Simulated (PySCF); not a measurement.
# [CoBr2]+: structure of the quintet

Aim: relax [CoBr2]+ as a quintet from a bent start, check by its vibrations whether the end is a minimum, and collect its spectrum and constants.

Program: PySCF 2.14.0. Level of theory: PBE0, basis Co def2-TZVP, Br def2-TZVP, no relativity, density fitting. These are calculated values, not measurements.

## 1. Where the work starts

3 atoms, charge 1, spin multiplicity 5.

Bond lengths: Co1–Br2 2.205 Å, Co1–Br3 2.205 Å. Angles: Br2–Co1–Br3 110.0°.

```xyz
3
charge 1 multiplicity 5
Co    0.0000    0.0000    0.0000
Br    1.8062    0.0000    1.2647
Br   -1.8062    0.0000    1.2647
```

## 2. Finding the electronic state

The steps below are one call of a driver around PySCF. For each, scf.py gives the equivalent set-up of the SCF; relaxations use the driver's own optimiser. After this first run the driver tries any further starts and a stability analysis.

File scf.py:

```python
from pyscf import gto, scf, dft
mol = gto.M(atom='''
Co     0.000000     0.000000     0.000000
Br     1.806200     0.000000     1.264700
Br    -1.806200     0.000000     1.264700''',
    basis={'Co': 'def2-TZVP', 'Br': 'def2-TZVP'},
    charge=1, spin=4)
mf = dft.UKS(mol, xc='PBE0')
mf.grids.atom_grid = (50, 194)
aux = {'Co': 'def2-universal-JKFIT', 'Br': 'def2-universal-JKFIT'}
mf = mf.density_fit(auxbasis=aux)
mf.conv_tol = 1e-08
mf.diis_space = 10
mf.max_cycle = 60
mf.init_guess = 'minao'
mf.verbose = 4
mf.kernel()
```

The run is started by

```sh
> OMP_NUM_THREADS=4 python axn.py task.json out
```

Further steps of the session: Relaxation: bent start, quintet; Vibrations and properties at this point.

Q: Predict the outcome of this session. Wanted: minimum; geometry; wavenumbers; dipole moment; highest occupied, lowest empty level; polar-tensor charge of Co1; zero-point energy; ⟨S²⟩.

As calculated:

| quantity | value |
| --- | --- |
| minimum | quintet, D∞h |
| geometry | Co–Br 2.189 Å (×2); Br–Co–Br 180.0° |
| wavenumbers (cm⁻¹) | 52 (πu), 237 (σg+), 446 (σu+) |
| dipole moment (centre of mass) | 0.00 D |
| highest occupied, lowest empty level (either spin) | -14.26, -11.44 eV |
| polar-tensor charge of Co1 | +1.09 e |
| zero-point energy | 4.7 kJ/mol |
| entropy at 298.15 K | 318.7 J/(mol K) |
| ⟨S²⟩ | 6.018 |

The bent start (C2v) ends in a minimum of D∞h symmetry. In the infrared the band at 446 cm⁻¹ (σu+) leads. Most of the spin sits on Co1 (Mulliken spin 2.85, against 4 for the whole molecule). Other starts or spin states, not run here, may lie lower. One determinant may miss the lowest occupation of an open d or f shell.
